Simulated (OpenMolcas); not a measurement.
# Mo⁴⁺ among point charges: CASSCF and CASPT2 levels and susceptibility

Aim: the splitting of the states of Mo⁴⁺ in the field of 5 point charges, its lowest levels with spin-orbit coupling and its magnetic susceptibility.

Method: state-averaged CASSCF and CASPT2, spin-orbit coupling by RASSI with atomic mean-field integrals. Code: OpenMolcas 26.06.

## (1) Starting point

* Species: Mo⁴⁺ (molybdenum, Z = 42, 38 electrons)
* Basis: ANO-RCC-VDZP [6s5p3d1f], 43 functions
* Scalar Hamiltonian: DKH2, point nucleus
* Inactive shells: 1s 2s 2p 3s 3p 3d 4s 4p
* Active space: 2 electrons in 5 orbitals (4d)
* Some configurations of this space: 4d²
* Orbitals: optimised for each spin and parity, averaged over all roots

The outer shells:

4d2
```
4d [↑ ][↑ ][  ][  ][  ]
```

The ion sits among 5 point charges of -2 e arranged as a square pyramid (C4v), 2.22 Å from the ion, with the axial distance 2.553 Å.

The work runs as a chain of OpenMolcas steps in one folder; each step below is one input file. Labels, J, g values, rates, χT and fits are worked out afterwards by a script from the matrices that RASSI stores.

## (2) GATEWAY and SEWARD: basis and integrals

File a.inp:

```
&GATEWAY
Coord
1

Mo 0.0 0.0 0.0
Basis=ANO-RCC-VDZP
Group=NoSym
NoMove
AngMom=0.0 0.0 0.0
AMFI
XField
5 Angstrom 0
2.220000 0.000000 0.000000 -2.000000
0.000000 2.220000 0.000000 -2.000000
-2.220000 0.000000 0.000000 -2.000000
0.000000 -2.220000 0.000000 -2.000000
0.000000 0.000000 2.553000 -2.000000
&SEWARD
```

The run is started by

```sh
$ OMP_NUM_THREADS=1 MOLCAS_MEM=1689 MOLCAS_PROJECT=a pymolcas a.inp > a.log
```

Log:

```text
Basis set label: MO.ANO-RCC...6S5P3D1F.

      Electronic valence basis set:
      ------------------
      Associated Effective Charge  42.000000 au
      Associated Actual Charge     42.000000 au
      Nuclear Model: Point charge

      Shell  nPrim  nBasis  Cartesian Spherical Contaminant
         s      21       6        X
         p      18       5        X
         d      13       3                 X
         f       6       1                 X
                  Relativistic Douglas-Kroll-Hess integrals:
                    - DKH order of Hamiltonian: 2
                    - DKH order of Properties : 0
                  Atomic mean-field integrals
```

## (3) CASSCF: triplets, 10 roots

File a.inp:

```
&RASSCF
FileOrb=start.orb
Symmetry=1
Spin=3
nActEl=2 0 0
Inactive=18
Ras2=5
CIRoot=10 10 1
SDav=10
CIMx=300
Iter=120 100
PrWF=0.3
OrbListing=Nothing
MaxOrb=0
>>> COPY $Project.JobIph JOB001
```

start.orb holds the contracted functions of the basis, ordered by shell, or the orbitals of the step before.

Log (excerpt; [...] marks lines left out):

```text
[...]
      Number of active orbitals                  5
[...]
      Spin quantum number                      1.0
[...]
      Active orbitals                            5
[...]
      Number of CSFs                            10
      Number of root(s) required                10
[...]
      Convergence after  9 iterations
[...]
      Natural orbitals and occupation numbers for root  1
      sym 1:   0.027492   0.972508   0.000000   0.972508   0.027492
      Natural orbitals and occupation numbers for root  2
      sym 1:   0.206954   0.793046   0.793046   0.206954   0.000000
      Natural orbitals and occupation numbers for root  3
      sym 1:   0.793046   0.206954   0.206954   0.793046  -0.000000
::    RASSCF root number  1 Total energy:  -4051.83659866
::    RASSCF root number  2 Total energy:  -4051.83101434
::    RASSCF root number  3 Total energy:  -4051.83101434
[...]
::    RASSCF root number  7 Total energy:  -4051.78584677
::    RASSCF root number  8 Total energy:  -4051.75321298
::    RASSCF root number  9 Total energy:  -4051.75321298
::    RASSCF root number 10 Total energy:  -4051.69320121
```

## (4) CASSCF: singlets, 15 roots

File a.inp:

```
&RASSCF
FileOrb=start.orb
Symmetry=1
Spin=1
nActEl=2 0 0
Inactive=18
Ras2=5
CIRoot=15 15 1
SDav=15
CIMx=300
Iter=120 100
PrWF=0.3
OrbListing=Nothing
MaxOrb=0
>>> COPY $Project.JobIph JOB002
```

Log (excerpt; [...] marks lines left out):

```text
[...]
      Number of active orbitals                  5
[...]
      Spin quantum number                      0.0
[...]
      Active orbitals                            5
[...]
      Number of CSFs                            15
      Number of root(s) required                15
[...]
      Convergence after  7 iterations
[...]
      Natural orbitals and occupation numbers for root  1
      sym 1:   0.220462   0.779538   0.220462   0.779538  -0.000000
      Natural orbitals and occupation numbers for root  2
      sym 1:   0.065851   0.934149   0.000000   0.934149   0.065851
      Natural orbitals and occupation numbers for root  3
      sym 1:   1.722868   0.119663   0.028200   0.119663   0.009605
::    RASSCF root number  1 Total energy:  -4051.78670215
::    RASSCF root number  2 Total energy:  -4051.78282328
::    RASSCF root number  3 Total energy:  -4051.77909014
[...]
::    RASSCF root number 12 Total energy:  -4051.70844240
::    RASSCF root number 13 Total energy:  -4051.67230193
::    RASSCF root number 14 Total energy:  -4051.66510849
::    RASSCF root number 15 Total energy:  -4051.58348415
```

## (5) RASSI: spin-orbit coupling between the states

File a.inp:

```
&RASSI
NrOfJobIphs=2 10 15
1 2 3 4 5 6 7 8 9 10
1 2 3 4 5 6 7 8 9 10 11 12 13 14 15
IphNames
JOB001
JOB002
EJob
SpinOrbit
DIPRint=1.0
SOCoupling=1000.0
Subsets=2
Property=9
'ANGMOM' 1 'ANGMOM' 2 'ANGMOM' 3 'MLTPL  1' 1 'MLTPL  1' 2 'MLTPL  1' 3
'AMFI' 1 'AMFI' 2 'AMFI' 3
SOProperty=3
'ANGMOM' 1 'ANGMOM' 2 'ANGMOM' 3
```

Log (excerpt; [...] marks lines left out):

```text
SPIN-FREE ENERGIES:
  (Shifted by EMIN (a.u.) =      -4051.8365986609)
 SF State       Relative EMIN(au)   Rel lowest level(eV)    D:o, cm**(-1)      L_eff
     1             0.0000000000        0.0000000000              0.0000         2.8
     2             0.0055843215        0.1519571290           1225.6169         2.8
     3             0.0055843215        0.1519571290           1225.6169         2.8
     4             0.0207555976        0.5647885836           4555.3271         3.0
     5             0.0383863768        1.0445465250           8424.8359         2.8
     6             0.0383863768        1.0445465250           8424.8359         2.8
    11             0.0498965140        1.3577533141          10951.0190         2.3
     7             0.0507518941        1.3810293922          11138.7532         3.0
    12             0.0537753850        1.4633027728          11802.3328         2.7
    13             0.0575085162        1.5648864464          12621.6604         3.5
[...]
Eigenvalues of complex Hamiltonian:
   -----------------------------------
  (Shifted by EMIN (a.u.) =      -4051.8365986609)
 SO State       Relative EMIN(au)   Rel lowest level(eV)    D:o, cm**(-1)     J-value
     1            -0.0054790895        0.0000000000              0.0000         2.0
     2            -0.0030747891        0.0654243486            527.6830         2.3
     3            -0.0030747891        0.0654243486            527.6830         2.3
     4             0.0036858737        0.2493913541           2011.4769         2.7
     5             0.0049279654        0.2831903913           2284.0845         2.2
     6             0.0068129414        0.3344832004           2697.7889         2.6
     7             0.0071264629        0.3430145560           2766.5990         3.2
     8             0.0071264629        0.3430145560           2766.5990         3.2
     9             0.0081386266        0.3705569325           2988.7432         3.7
    10             0.0205024232        0.7069929782           5702.2829         2.7
    11             0.0205024232        0.7069929782           5702.2829         2.7
[...]
```

These steps: 4.6 s of run time, 1 thread, shared host.

Spin-free states:

| state | degeneracy | E (cm-1) | free-ion L (%) |
| --- | --- | --- | --- |
| triplet | 1 | 0 | F (91) |
| triplet | 2 | 1226 | F (85) |
| triplet | 1 | 4555 | F (100) |
| triplet | 2 | 8425 | F (86) |
| singlet | 1 | 10951 | D (87) |
| triplet | 1 | 11139 | F (100) |
| singlet | 1 | 11802 | D (68) |
| singlet | 1 | 12622 | G (76) |
| singlet | 2 | 12792 | G (69) |
| triplet | 2 | 18301 | P (71) |
| singlet | 1 | 18673 | G (87) |
| singlet | 1 | 18705 | D (64) |
| singlet | 2 | 19753 | D (53) |
| singlet | 1 | 24732 | G (68) |
| singlet | 2 | 28127 | G (84) |
| triplet | 1 | 31472 | P (91) |
| singlet | 1 | 36059 | G (85) |
| singlet | 1 | 37638 | G (100) |
| singlet | 1 | 55552 | S (75) |

With spin-orbit coupling:

```json
{"E (cm-1)": "0.0", "Degeneracy": "1", "2S+1": "3", "g": ""}
{"E (cm-1)": "527.7", "Degeneracy": "2", "2S+1": "3", "g": "0.00 0.00 3.37"}
{"E (cm-1)": "2011", "Degeneracy": "1", "2S+1": "3", "g": ""}
{"E (cm-1)": "2284", "Degeneracy": "1", "2S+1": "3", "g": ""}
{"E (cm-1)": "2698", "Degeneracy": "1", "2S+1": "3", "g": ""}
{"E (cm-1)": "2767", "Degeneracy": "2", "2S+1": "3", "g": "0.00 0.00 2.07"}
{"E (cm-1)": "2989", "Degeneracy": "1", "2S+1": "3", "g": ""}
{"E (cm-1)": "5702", "Degeneracy": "2", "2S+1": "3", "g": "0.00 0.00 2.63"}
{"E (cm-1)": "5949", "Degeneracy": "1", "2S+1": "3", "g": ""}
{"E (cm-1)": "7686", "Degeneracy": "1", "2S+1": "3", "g": ""}
{"E (cm-1)": "8529", "Degeneracy": "1", "2S+1": "3", "g": ""}
{"E (cm-1)": "9536", "Degeneracy": "2", "2S+1": "3", "g": "0.00 0.00 4.82"}
{"E (cm-1)": "10700", "Degeneracy": "1", "2S+1": "3", "g": ""}
{"E (cm-1)": "10740", "Degeneracy": "1", "2S+1": "3", "g": ""}
{"E (cm-1)": "12400", "Degeneracy": "2", "2S+1": "3", "g": "0.00 0.00 4.66"}
{"E (cm-1)": "12447", "Degeneracy": "1", "2S+1": "3", "g": ""}
{"E (cm-1)": "12743", "Degeneracy": "1", "2S+1": "1", "g": ""}
{"E (cm-1)": "13080", "Degeneracy": "1", "2S+1": "1", "g": ""}
{"E (cm-1)": "13947", "Degeneracy": "1", "2S+1": "1", "g": ""}
{"E (cm-1)": "14241", "Degeneracy": "2", "2S+1": "1", "g": "0.00 0.00 1.51"}
{"E (cm-1)": "18715", "Degeneracy": "1", "2S+1": "3", "g": ""}
{"E (cm-1)": "18975", "Degeneracy": "2", "2S+1": "3", "g": "0.00 0.00 1.04"}
{"E (cm-1)": "19237", "Degeneracy": "1", "2S+1": "3", "g": ""}
{"E (cm-1)": "19322", "Degeneracy": "1", "2S+1": "3", "g": ""}
```

Principal g values are given for doublets only; a zero marks a field direction without first-order Zeeman splitting.

Powder χT (cm³ K/mol): 0.00 at 2 K, 0.00 at 5 K, 0.00 at 10 K, 0.01 at 20 K, 0.01 at 50 K, 0.03 at 100 K, 0.04 at 150 K, 0.07 at 200 K, 0.10 at 250 K, 0.14 at 300 K.

Orbitals of the lowest block (energies include the constant potential of the surroundings):

| shell | space | energy (hartree) | mean occupation | ⟨r²⟩ (bohr²) |
| --- | --- | --- | --- | --- |
| 1s | inactive | -738.1993 | 2.000 | 0.00163 |
| 2s | inactive | -106.6405 | 2.000 | 0.0277 |
| 2p | inactive | -95.0951 | 6.000 | 0.0219 |
| 3s | inactive | -18.9383 | 2.000 | 0.208 |
| 3p | inactive | -15.0411 | 6.000 | 0.213 |
| 3d | inactive | -8.6788 | 10.000 | 0.205 |
| 4s | inactive | -2.3447 | 2.000 | 1.38 |
| 4p | inactive | -1.1566 | 6.000 | 1.64 |
| 4d | RAS2 |  | 2.000 | 2.86 |

## (6) CASPT2: IPEA 0.25, imaginary shift 0.1 (closed shells correlated: 4s 4p)

File a.inp:

```
>>> COPY JOB001 $Project.JobIph
&CASPT2
Multistate=10 1 2 3 4 5 6 7 8 9 10
NoMult
Frozen=14
IPEA=0.25
Imaginary=0.1
MaxIter=60
WThr=0.0 0.3 0.05
PrWF=0.5
NoMix
>>> COPY JOB002 $Project.JobIph
&CASPT2
Multistate=15 1 2 3 4 5 6 7 8 9 10 11 12 13 14 15
NoMult
Frozen=14
IPEA=0.25
Imaginary=0.1
MaxIter=60
WThr=0.0 0.3 0.05
PrWF=0.5
NoMix
```

Log:

```text
Orbital specifications:
      -----------------------

      Symmetry species                           1
                                                 a
      Frozen orbitals                           14
      Inactive orbitals                          4
      Active orbitals                            5
      Secondary orbitals                        20
      Deleted orbitals                           0
      Number of basis functions                 43
Type of calculation                        SS-CASPT2
      Fock operator                              state-specific
      IPEA shift                                 0.25
      Real shift                                 0.00
      Imaginary shift                            0.10
      The input orbitals will be transformed to quasi-canonical
Reference energy:       -4051.8365986609
      E2 (Non-variational):      -0.1846363161
      Shift correction:          -0.0000946984
      E2 (Variational):          -0.1847310145
      Total energy:           -4052.0213296754
      Residual norm:              0.0000008977
      Reference weight:           0.96109
      Contributions to the CASPT2 correlation energy
      Active & Virtual Only:         -0.0040144643
      One Inactive Excited:          -0.0668449286
      Two Inactive Excited:          -0.1137769232
Reference energy:       -4051.8310143394
      E2 (Non-variational):      -0.1879787589
      Shift correction:          -0.0001062379
      E2 (Variational):          -0.1880849968
      Total energy:           -4052.0190993362
      Residual norm:              0.0000002601
      Reference weight:           0.95944
      Contributions to the CASPT2 correlation energy
      Active & Virtual Only:         -0.0049214578
      One Inactive Excited:          -0.0679499964
      Two Inactive Excited:          -0.1151073047
::    CASPT2 Root  1     Total energy:  -4052.02132968
::    CASPT2 Root  2     Total energy:  -4052.01909934
::    CASPT2 Root  3     Total energy:  -4052.01909933
::    CASPT2 Root  4     Total energy:  -4052.00013335
::    CASPT2 Root  5     Total energy:  -4051.98571137
::    CASPT2 Root  6     Total energy:  -4051.98571138
::    CASPT2 Root  7     Total energy:  -4051.96957810
::    CASPT2 Root  8     Total energy:  -4051.94554990
::    CASPT2 Root  9     Total energy:  -4051.94554988
::    CASPT2 Root 10     Total energy:  -4051.88592457
Orbital specifications:
      -----------------------

      Symmetry species                           1
                                                 a
      Frozen orbitals                           14
      Inactive orbitals                          4
      Active orbitals                            5
      Secondary orbitals                        20
      Deleted orbitals                           0
      Number of basis functions                 43
Type of calculation                        SS-CASPT2
      Fock operator                              state-specific
      IPEA shift                                 0.25
      Real shift                                 0.00
      Imaginary shift                            0.10
      The input orbitals will be transformed to quasi-canonical
Reference energy:       -4051.7867021469
      E2 (Non-variational):      -0.1939261492
      Shift correction:          -0.0001276897
      E2 (Variational):          -0.1940538389
      Total energy:           -4051.9807559858
      Residual norm:              0.0000001227
      Reference weight:           0.95703
      Contributions to the CASPT2 correlation energy
      Active & Virtual Only:         -0.0090076776
      One Inactive Excited:          -0.0665340075
      Two Inactive Excited:          -0.1183844641
Reference energy:       -4051.7828232758
      E2 (Non-variational):      -0.1922402676
      Shift correction:          -0.0001098317
      E2 (Variational):          -0.1923500992
      Total energy:           -4051.9751733751
      Residual norm:              0.0000009538
      Reference weight:           0.95832
      Contributions to the CASPT2 correlation energy
      Active & Virtual Only:         -0.0079713921
      One Inactive Excited:          -0.0672767840
      Two Inactive Excited:          -0.1169920914
::    CASPT2 Root  1     Total energy:  -4051.98075599
::    CASPT2 Root  2     Total energy:  -4051.97517338
::    CASPT2 Root  3     Total energy:  -4051.97059823
::    CASPT2 Root  4     Total energy:  -4051.97218364
::    CASPT2 Root  5     Total energy:  -4051.97218360
::    CASPT2 Root  6     Total energy:  -4051.94529134
::    CASPT2 Root  7     Total energy:  -4051.94924095
::    CASPT2 Root  8     Total energy:  -4051.94007301
::    CASPT2 Root  9     Total energy:  -4051.94007301
::    CASPT2 Root 10     Total energy:  -4051.91598387
::    CASPT2 Root 11     Total energy:  -4051.90104862
::    CASPT2 Root 12     Total energy:  -4051.90104864
::    CASPT2 Root 13     Total energy:  -4051.86702101
::    CASPT2 Root 14     Total energy:  -4051.85609541
::    CASPT2 Root 15     Total energy:  -4051.78917361
```

This run took 2.1 s in all on 1 thread, shared host.

SS-CASPT2: lowest energy less the reference's lowest, -0.1847 hartree; reference weights 0.953 to 0.961.

Spin-free states:

| state | degeneracy | E (cm-1) | free-ion L (%) |
| --- | --- | --- | --- |
| triplet | 1 | 0 | F (91) |
| triplet | 2 | 490 | F (85) |
| triplet | 1 | 4652 | F (100) |
| triplet | 2 | 7817 | F (86) |
| singlet | 1 | 8905 | D (87) |
| singlet | 1 | 10130 | D (68) |
| singlet | 2 | 10786 | G (69) |
| singlet | 1 | 11134 | G (76) |
| triplet | 1 | 11358 | F (100) |
| singlet | 1 | 15822 | D (64) |
| triplet | 2 | 16632 | P (71) |
| singlet | 1 | 16688 | G (87) |
| singlet | 2 | 17834 | D (53) |
| singlet | 1 | 23121 | G (68) |
| singlet | 2 | 26399 | G (84) |
| triplet | 1 | 29718 | P (91) |
| singlet | 1 | 33867 | G (85) |
| singlet | 1 | 36265 | G (100) |
| singlet | 1 | 50952 | S (75) |

With spin-orbit coupling:

```
E (cm-1)  Degeneracy  2S+1               g
       0           1     3                
     620           2     3  0.00 0.00 3.04
    1620           1     3                
    1940           1     3                
    2300           1     3                
    2650           2     3  0.00 0.00 2.50
    2910           1     3                
    6070           2     3  0.00 0.00 2.71
    6260           1     3                
    7230           1     3                
    8290           1     3                
    9300           2     3  0.00 0.00 4.81
   10420           1     3                
   10470           1     3                
   11250           1     1                
   11780           1     1                
   12160           2     1  0.00 0.00 0.09
   12810           1     1                
   12930           1     3                
   13360           2     3  0.00 0.00 3.04
   16860           1     1                
   17600           2     3  0.00 0.00 0.99
   17830           1     1                
   17910           1     3
```

Powder χT (cm³ K/mol): 0.00 at 2 K, 0.00 at 5 K, 0.00 at 10 K, 0.00 at 20 K, 0.01 at 50 K, 0.02 at 100 K, 0.03 at 150 K, 0.05 at 200 K, 0.08 at 250 K, 0.11 at 300 K.

## (7) The methods side by side

A. CASSCF
B. SS-CASPT2, IPEA 0.25, imaginary shift 0.1 (closed shells correlated: 4s 4p)

| method | ground state | first state of that spin (cm-1) | first gap with spin-orbit (cm-1) | χT at 300 K |
| --- | --- | --- | --- | --- |
| A | triplet | triplet 1226 | 527.7 | 0.14 |
| B | triplet | triplet 489.5 | 621.8 | 0.11 |

## (8) Summary of results

| quantity | value |
| --- | --- |
| method | SS-CASPT2, IPEA 0.25, imaginary shift 0.1 (closed shells correlated: 4s 4p) |
| spin-free ground state | triplet, 1-fold in its orbital part |
| first state of the same spin within the active space | triplet at 490 cm⁻¹ |
| lowest level | 1-fold |
| next level | 621.8 cm⁻¹ |
| χT at 300 K | 0.11 cm³ K/mol |
| effective moment at 300 K | 0.93 μB |

Cost by method:

| method | time of its own steps | time with the reference |
| --- | --- | --- |
| A. CASSCF | 4.6 s | 4.6 s |
| B. SS-CASPT2, IPEA 0.25, imaginary shift 0.1, +4s 4p | 2.1 s | 6.7 s |

Times are of one thread on a shared host.

What this shows: The spin-free ground state (triplet) comes to 91 % from free-ion F terms and keeps the highest spin of the shell. χT at 300 K is 0.11, against 1.00 cm³ K/mol for the spin alone, so spin-orbit coupling lowers it. The field of point charges can differ much from that of real complexes. This is an electrostatic model: the charges have no orbitals.
